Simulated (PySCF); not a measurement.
# C6H4FI (2-iodo-1-fluorobenzene): the cost of one run

Programs: PySCF 2.14.0, with routines of our own; each step states its level. All values are computed. Atoms count from 0.

## 1. The starting structure

12 atoms, charge 0, multiplicity 1; geometry from: GFN2-xTB.

## 2. Relaxing the molecule at PBE0-D3(BJ)/def2-SVP

What the job is given:

```
{"job": {"xc": "PBE0", "basis": "def2-SVP", "d3": "d3bj", "grid": 1, "maxiter": 30, "shake": 0.01, "kind": "geom"}, "charge": 0, "multiplicity": 1}
F      1.215970    -2.389200     0.053960
C      0.554130    -1.185590     0.021430
C     -0.843440    -1.165110     0.002680
C     -1.449670     0.055500    -0.019600
C     -0.762500     1.227660    -0.042000
C      0.620490     1.213130    -0.021030
C      1.300760    -0.006420     0.009630
I      3.414300    -0.068380     0.026500
H     -1.359840    -2.093980     0.042930
H     -2.564070     0.073310    -0.015460
H     -1.279910     2.181210    -0.044490
H      1.193460     2.129590    -0.023580
```

On the command line:

```bash
$ OMP_NUM_THREADS=1 python heavy_run.py task.json out
```

The driver reads the jobs from task.json and runs them one after another.

Q: Estimate the wall time and peak memory of this first job on 1 thread of Arm Neoverse V2, shared host.

About 86 s, with a peak of 0.57 GiB.
